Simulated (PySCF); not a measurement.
**A gas-phase reaction: AlH3O2 + H2O → AlH3O3 + H2**

What reaction energy should one expect for `[OH][AlH][OH]` + `O` → `[OH][Al]([OH])[OH]` + `[H][H]`?

Programs: PySCF 2.14.0. All values are calculated, for the isolated system unless a continuum is named. Atoms count from 0, parts from 1.

## (1) Starting point

Each species was relaxed by itself at PBE0-D3(BJ)/def2-SVPD.

## (2) Reaction energy: wB97M-D3(BJ)/def2-TZVPD

What the job is given:

```
{"job": {"kind": "react", "xc": "wB97M-D3(BJ)", "basis": "def2-TZVPD"}, "charge": 0, "multiplicity": 1}
-1 AlH3O2 charge 0 multiplicity 1
O      0.300960     0.841470    -1.239670
Al     0.508980    -0.293880     0.024180
O     -0.665850    -0.612810     1.225780
H     -0.465560     1.381870    -1.426430
H      1.857230    -1.085920     0.085150
H     -1.535760    -0.230770     1.331000

-1 H2O charge 0 multiplicity 1
O     -0.000560     0.389300    -0.008880
H      0.763180    -0.193560     0.002730
H     -0.762610    -0.195700     0.006120

+1 AlH3O3 charge 0 multiplicity 1
O     -1.541950    -0.454390    -0.514830
Al     0.018280    -0.008660     0.004480
O      1.390980    -0.755620    -0.673220
O      0.204700     1.186230     1.203730
H     -2.350960    -0.069920    -0.177780
H      1.360700    -1.433580    -1.347780
H      1.047210     1.484800     1.545280

+1 H2 charge 0 multiplicity 1
H      0.379660    -0.006050    -0.021150
H     -0.379660     0.006050     0.021150
```

With the program's defaults for keys left out, this is: wB97M-D3(BJ)/def2-TZVPD reaction energy of separated species, gas phase.

Launch:

```console
OMP_NUM_THREADS=1 python cluster_run.py task.json out
```

The driver reads the jobs from task.json and runs them one after another.

Log:

```text
species 1 (AlH3O2)
coarse grid: 24128 points
cycle   1  E = -394.7529832544  dE =  5.519e-02  |g| = 9.972e-01  |ddm| = 1.935e+00
cycle   2  E = -394.6944374366  dE =  5.855e-02  |g| = 1.211e+00  |ddm| = 1.356e+00
cycle   3  E = -394.9400876538  dE = -2.457e-01  |g| = 3.828e-02  |ddm| = 7.069e-01
cycle   4  E = -394.9406530874  dE = -5.654e-04  |g| = 1.116e-02  |ddm| = 6.108e-02
cycle   5  E = -394.9407121505  dE = -5.906e-05  |g| = 2.076e-03  |ddm| = 2.000e-02
cycle   6  E = -394.9407155095  dE = -3.359e-06  |g| = 6.346e-04  |ddm| = 4.287e-03
final grid: 50424 points
cycle   7  E = -394.9407393806  dE = -2.068e-07  |g| = 6.142e-04  |ddm| = 2.508e-03
cycle   8  E = -394.9407393705  dE =  1.017e-08  |g| = 7.333e-04  |ddm| = 7.693e-04
cycle   9  E = -394.9407394568  dE = -8.634e-08  |g| = 3.787e-05  |ddm| = 3.850e-04
cycle  10  E = -394.9407394582  dE = -1.412e-09  |g| = 1.460e-05  |ddm| = 9.502e-05
cycle  11  E = -394.9407394583  dE = -6.537e-11  |g| = 5.936e-06  |ddm| = 1.633e-05
converged SCF energy = -394.9407394583

species 2 (H2O)
coarse grid: 10128 points
cycle   1  E = -76.4117500496  dE = -7.453e-02  |g| = 5.872e-01  |ddm| = 8.994e-01
cycle   2  E = -76.4087430136  dE =  3.007e-03  |g| = 6.461e-01  |ddm| = 5.038e-01
cycle   3  E = -76.4759336145  dE = -6.719e-02  |g| = 2.731e-02  |ddm| = 2.374e-01
cycle   4  E = -76.4760588174  dE = -1.252e-04  |g| = 5.497e-03  |ddm| = 1.609e-02
cycle   5  E = -76.4760674942  dE = -8.677e-06  |g| = 8.214e-04  |ddm| = 5.831e-03
final grid: 21952 points
cycle   6  E = -76.4760630230  dE = -1.975e-07  |g| = 5.843e-04  |ddm| = 1.373e-03
cycle   7  E = -76.4760630298  dE = -6.843e-09  |g| = 6.465e-04  |ddm| = 6.469e-04
cycle   8  E = -76.4760630935  dE = -6.362e-08  |g| = 3.199e-05  |ddm| = 2.236e-04
cycle   9  E = -76.4760630943  dE = -8.228e-10  |g| = 4.134e-06  |ddm| = 1.105e-04
converged SCF energy = -76.4760630943

species 3 (AlH3O3)
coarse grid: 29312 points
cycle   1  E = -470.0491103930  dE =  2.236e-01  |g| = 1.141e+00  |ddm| = 2.267e+00
cycle   2  E = -470.0055640546  dE =  4.355e-02  |g| = 1.316e+00  |ddm| = 1.738e+00
cycle   3  E = -470.2875999276  dE = -2.820e-01  |g| = 4.390e-02  |ddm| = 8.871e-01
cycle   4  E = -470.2882232977  dE = -6.234e-04  |g| = 1.160e-02  |ddm| = 5.495e-02
cycle   5  E = -470.2882900948  dE = -6.680e-05  |g| = 2.140e-03  |ddm| = 2.043e-02
cycle   6  E = -470.2882937834  dE = -3.689e-06  |g| = 6.127e-04  |ddm| = 4.323e-03
final grid: 61632 points
cycle   7  E = -470.2882779454  dE = -3.030e-07  |g| = 3.077e-04  |ddm| = 3.087e-03
cycle   8  E = -470.2882779807  dE = -3.527e-08  |g| = 2.687e-04  |ddm| = 6.176e-04
cycle   9  E = -470.2882779946  dE = -1.395e-08  |g| = 7.134e-05  |ddm| = 1.693e-04
cycle  10  E = -470.2882779981  dE = -3.481e-09  |g| = 2.236e-05  |ddm| = 1.694e-04
cycle  11  E = -470.2882779984  dE = -2.788e-10  |g| = 6.074e-06  |ddm| = 4.762e-05
converged SCF energy = -470.2882779984

species 4 (H2)
coarse grid: 4944 points
cycle   1  E = -1.1694184389  dE = -2.751e-01  |g| = 9.862e-03  |ddm| = 4.504e-01
cycle   2  E = -1.1694526742  dE = -3.424e-05  |g| = 1.161e-03  |ddm| = 9.676e-03
cycle   3  E = -1.1694533564  dE = -6.822e-07  |g| = 1.815e-04  |ddm| = 1.918e-03
final grid: 10744 points
cycle   4  E = -1.1694522866  dE = -2.399e-08  |g| = 4.108e-05  |ddm| = 3.864e-04
cycle   5  E = -1.1694522878  dE = -1.265e-09  |g| = 9.611e-06  |ddm| = 9.159e-05
cycle   6  E = -1.1694522879  dE = -7.500e-11  |g| = 3.020e-07  |ddm| = 2.867e-05
converged SCF energy = -1.1694522879

Reaction energy = -25.986 kcal/mol
```

Run time: 16 s. Hardware: 1 thread of Arm Neoverse V1, shared host; peak memory 0.64 GiB.

Species by species (with the dispersion term, which the log's SCF energies lack):

| ν | species | energy (Eh) | HOMO (eV) |
| --- | --- | --- | --- |
| -1 | [OH][AlH][OH] | -394.94402 | -11.67 |
| -1 | O | -76.47682 | -11.72 |
| +1 | [OH][Al]([OH])[OH] | -470.29259 | -11.67 |
| +1 | [H][H] | -1.16967 | -14.48 |

## (3) Reaction energy: PBE0-D3(BJ)/def2-TZVPD

Same as in step 2 but for these lines:

```diff
@@ -1,2 +1,2 @@
-{"job": {"kind": "react", "xc": "wB97M-D3(BJ)", "basis": "def2-TZVPD"}, "charge": 0, "multiplicity": 1}
+{"job": {"kind": "react", "xc": "PBE0", "basis": "def2-TZVPD", "disp": "d3bj"}, "charge": 0, "multiplicity": 1}
 -1 AlH3O2 charge 0 multiplicity 1
```

With the program's defaults for keys left out, this is: PBE0-D3(BJ)/def2-TZVPD reaction energy of separated species, gas phase.

Log:

```text
species 1 (AlH3O2)
coarse grid: 5656 points
cycle   1  E = -394.3767334288  dE =  1.602e-01  |g| = 1.088e+00  |ddm| = 2.044e+00
cycle   2  E = -393.9142679911  dE =  4.625e-01  |g| = 1.885e+00  |ddm| = 1.747e+00
cycle   3  E = -394.5888244721  dE = -6.746e-01  |g| = 7.357e-02  |ddm| = 1.146e+00
cycle   4  E = -394.5899704764  dE = -1.146e-03  |g| = 1.688e-02  |ddm| = 6.557e-02
cycle   5  E = -394.5900277232  dE = -5.725e-05  |g| = 2.871e-03  |ddm| = 1.607e-02
cycle   6  E = -394.5900287602  dE = -1.037e-06  |g| = 1.857e-03  |ddm| = 2.901e-03
final grid: 50424 points
cycle   7  E = -394.5899417063  dE = -2.350e-05  |g| = 6.576e-03  |ddm| = 2.227e-02
cycle   8  E = -394.5899297271  dE =  1.198e-05  |g| = 1.057e-02  |ddm| = 9.763e-03
cycle   9  E = -394.5899487115  dE = -1.898e-05  |g| = 3.474e-04  |ddm| = 6.210e-03
cycle  10  E = -394.5899487189  dE = -7.348e-09  |g| = 2.866e-04  |ddm| = 3.728e-04
cycle  11  E = -394.5899487331  dE = -1.418e-08  |g| = 1.956e-05  |ddm| = 1.717e-04
cycle  12  E = -394.5899487331  dE = -8.413e-11  |g| = 5.887e-06  |ddm| = 2.443e-05
converged SCF energy = -394.5899487331

species 2 (H2O)
coarse grid: 2328 points
cycle   1  E = -76.3044322105  dE = -5.298e-03  |g| = 6.571e-01  |ddm| = 9.011e-01
cycle   2  E = -76.1882127194  dE =  1.162e-01  |g| = 1.036e+00  |ddm| = 7.256e-01
cycle   3  E = -76.3820323485  dE = -1.938e-01  |g| = 3.132e-02  |ddm| = 4.396e-01
cycle   4  E = -76.3822146499  dE = -1.823e-04  |g| = 5.864e-03  |ddm| = 1.606e-02
cycle   5  E = -76.3822197888  dE = -5.139e-06  |g| = 7.850e-04  |ddm| = 2.507e-03
final grid: 21952 points
cycle   6  E = -76.3808944524  dE = -1.509e-05  |g| = 3.446e-03  |ddm| = 9.318e-03
cycle   7  E = -76.3808924892  dE =  1.963e-06  |g| = 4.749e-03  |ddm| = 3.319e-03
cycle   8  E = -76.3808962008  dE = -3.712e-06  |g| = 2.519e-04  |ddm| = 1.964e-03
cycle   9  E = -76.3808962115  dE = -1.062e-08  |g| = 2.399e-05  |ddm| = 1.101e-04
cycle  10  E = -76.3808962116  dE = -1.119e-10  |g| = 3.291e-06  |ddm| = 1.516e-05
converged SCF energy = -76.3808962116

species 3 (AlH3O3)
coarse grid: 6744 points
cycle   1  E = -469.5500005365  dE =  3.659e-01  |g| = 1.285e+00  |ddm| = 2.376e+00
cycle   2  E = -469.0259163691  dE =  5.241e-01  |g| = 2.104e+00  |ddm| = 2.457e+00
cycle   3  E = -469.8409060408  dE = -8.150e-01  |g| = 7.182e-02  |ddm| = 1.630e+00
cycle   4  E = -469.8419269907  dE = -1.021e-03  |g| = 1.519e-02  |ddm| = 6.204e-02
cycle   5  E = -469.8419705261  dE = -4.354e-05  |g| = 2.906e-03  |ddm| = 1.844e-02
cycle   6  E = -469.8419720265  dE = -1.500e-06  |g| = 7.451e-04  |ddm| = 2.474e-03
final grid: 61632 points
cycle   7  E = -469.8422617513  dE = -3.455e-05  |g| = 7.598e-03  |ddm| = 2.904e-02
cycle   8  E = -469.8422489142  dE =  1.284e-05  |g| = 1.150e-02  |ddm| = 1.167e-02
cycle   9  E = -469.8422708560  dE = -2.194e-05  |g| = 3.100e-04  |ddm| = 7.555e-03
cycle  10  E = -469.8422708721  dE = -1.608e-08  |g| = 5.301e-05  |ddm| = 2.492e-04
cycle  11  E = -469.8422708726  dE = -4.530e-10  |g| = 3.062e-05  |ddm| = 6.579e-05
converged SCF energy = -469.8422708726

species 4 (H2)
coarse grid: 1240 points
cycle   1  E = -1.1670643932  dE = -2.327e-01  |g| = 2.266e-02  |ddm| = 4.588e-01
cycle   2  E = -1.1672518650  dE = -1.875e-04  |g| = 3.233e-03  |ddm| = 1.897e-02
cycle   3  E = -1.1672563218  dE = -4.457e-06  |g| = 9.768e-05  |ddm| = 2.761e-03
final grid: 10744 points
cycle   4  E = -1.1681373005  dE = -1.919e-06  |g| = 2.729e-04  |ddm| = 1.560e-03
cycle   5  E = -1.1681373286  dE = -2.814e-08  |g| = 3.982e-05  |ddm| = 2.444e-04
cycle   6  E = -1.1681373292  dE = -6.287e-10  |g| = 1.245e-06  |ddm| = 3.091e-05
converged SCF energy = -1.1681373292

Reaction energy = -25.139 kcal/mol
```

Wall time 7 s (1 thread of Arm Neoverse V1, shared host); peak memory 0.6 GiB.

Reaction energy at this level: -25.14 kcal/mol.

## (4) Reaction energy: MP2/def2-TZVPD

Same as in step 3 but for these lines:

```diff
@@ -1,2 +1,2 @@
-{"job": {"kind": "react", "xc": "PBE0", "basis": "def2-TZVPD", "disp": "d3bj"}, "charge": 0, "multiplicity": 1}
+{"job": {"kind": "react", "xc": "MP2", "basis": "def2-TZVPD"}, "charge": 0, "multiplicity": 1}
 -1 AlH3O2 charge 0 multiplicity 1
```

With the program's defaults for keys left out, this is: MP2/def2-TZVPD reaction energy of separated species, gas phase.

Log:

```text
species 1 (AlH3O2)
final grid: 50424 points
cycle   1  E = -393.4668084235  dE = -1.104e-01  |g| = 7.496e-01  |ddm| = 1.878e+00
cycle   2  E = -393.5381405270  dE = -7.133e-02  |g| = 5.129e-01  |ddm| = 8.097e-01
cycle   3  E = -393.5815776024  dE = -4.344e-02  |g| = 4.127e-02  |ddm| = 3.106e-01
cycle   4  E = -393.5823562151  dE = -7.786e-04  |g| = 8.238e-03  |ddm| = 7.656e-02
cycle   5  E = -393.5823987857  dE = -4.257e-05  |g| = 1.861e-03  |ddm| = 1.982e-02
cycle   6  E = -393.5824012919  dE = -2.506e-06  |g| = 4.997e-04  |ddm| = 4.280e-03
cycle   7  E = -393.5824014739  dE = -1.820e-07  |g| = 1.351e-04  |ddm| = 1.240e-03
cycle   8  E = -393.5824014836  dE = -9.739e-09  |g| = 6.358e-05  |ddm| = 2.686e-04
cycle   9  E = -393.5824014850  dE = -1.369e-09  |g| = 1.147e-05  |ddm| = 8.758e-05
cycle  10  E = -393.5824014851  dE = -7.805e-11  |g| = 2.227e-06  |ddm| = 2.402e-05
converged SCF energy = -393.5824014851

species 2 (H2O)
final grid: 21952 points
cycle   1  E = -76.0248948119  dE = -1.467e-01  |g| = 4.364e-01  |ddm| = 8.776e-01
cycle   2  E = -76.0503808753  dE = -2.549e-02  |g| = 2.594e-01  |ddm| = 2.972e-01
cycle   3  E = -76.0608898483  dE = -1.051e-02  |g| = 2.594e-02  |ddm| = 1.025e-01
cycle   4  E = -76.0610472063  dE = -1.574e-04  |g| = 5.694e-03  |ddm| = 1.523e-02
cycle   5  E = -76.0610615737  dE = -1.437e-05  |g| = 1.176e-03  |ddm| = 5.302e-03
cycle   6  E = -76.0610624634  dE = -8.897e-07  |g| = 2.235e-04  |ddm| = 1.658e-03
cycle   7  E = -76.0610625001  dE = -3.670e-08  |g| = 3.304e-05  |ddm| = 3.733e-04
cycle   8  E = -76.0610625008  dE = -6.658e-10  |g| = 4.159e-06  |ddm| = 3.886e-05
converged SCF energy = -76.0610625008

species 3 (AlH3O3)
final grid: 61632 points
cycle   1  E = -468.4160103407  dE =  2.171e-02  |g| = 8.462e-01  |ddm| = 2.194e+00
cycle   2  E = -468.5037181616  dE = -8.771e-02  |g| = 5.443e-01  |ddm| = 9.924e-01
cycle   3  E = -468.5511707941  dE = -4.745e-02  |g| = 4.575e-02  |ddm| = 3.445e-01
cycle   4  E = -468.5519392127  dE = -7.684e-04  |g| = 9.602e-03  |ddm| = 5.796e-02
cycle   5  E = -468.5520000793  dE = -6.087e-05  |g| = 2.711e-03  |ddm| = 1.763e-02
cycle   6  E = -468.5520060529  dE = -5.974e-06  |g| = 6.905e-04  |ddm| = 5.687e-03
cycle   7  E = -468.5520064174  dE = -3.645e-07  |g| = 1.338e-04  |ddm| = 1.510e-03
cycle   8  E = -468.5520064274  dE = -9.925e-09  |g| = 4.506e-05  |ddm| = 2.240e-04
cycle   9  E = -468.5520064283  dE = -9.302e-10  |g| = 1.962e-05  |ddm| = 7.666e-05
converged SCF energy = -468.5520064283

species 4 (H2)
final grid: 10744 points
cycle   1  E = -1.1312983810  dE = -3.213e-01  |g| = 4.426e-02  |ddm| = 4.479e-01
cycle   2  E = -1.1322331725  dE = -9.348e-04  |g| = 7.183e-03  |ddm| = 3.751e-02
cycle   3  E = -1.1322678727  dE = -3.470e-05  |g| = 8.111e-04  |ddm| = 1.078e-02
cycle   4  E = -1.1322682877  dE = -4.150e-07  |g| = 2.771e-05  |ddm| = 1.627e-03
cycle   5  E = -1.1322682882  dE = -4.854e-10  |g| = 2.610e-06  |ddm| = 6.834e-05
converged SCF energy = -1.1322682882

Reaction energy = -29.774 kcal/mol
```

Run time: 3.8 s. Hardware: 1 thread of Arm Neoverse V1, shared host; peak memory 0.43 GiB.

Reaction energy at this level: -29.77 kcal/mol.

## (5) Side by side

Energies in kcal/mol, with wall time:

| run | reaction | time |
| --- | --- | --- |
| wB97M-D3(BJ)/def2-TZVPD | -25.99 | 16 s |
| PBE0-D3(BJ)/def2-TZVPD | -25.14 | 7 s |
| MP2/def2-TZVPD | -29.77 | 3.8 s |

## (6) Summary of results

| quantity | value |
| --- | --- |
| reaction energy (wB97M-D3(BJ)/def2-TZVPD) | -25.99 kcal/mol |
| ΔH, ΔG at 298 K (xTB thermal terms) | -29.0, -26.8 kcal/mol |
| range of the reaction energy over the runs of this table | -29.77 to -25.14 kcal/mol |

In words: The reaction is exothermic by 29.0 kcal/mol in the gas phase; dispersion gives -0.30, and xTB itself gave -9.25 for the electronic energy (xTB energies and thermal terms come from the earlier relaxation of each species, not shown). No barrier was sought. xTB and this level differ widely in the electronic energy, so what comes from xTB (the thermal terms above all) is less safe here. The reaction energy runs from -29.77 (MP2/def2-TZVPD) to -25.14 kcal/mol (PBE0-D3(BJ)/def2-TZVPD).
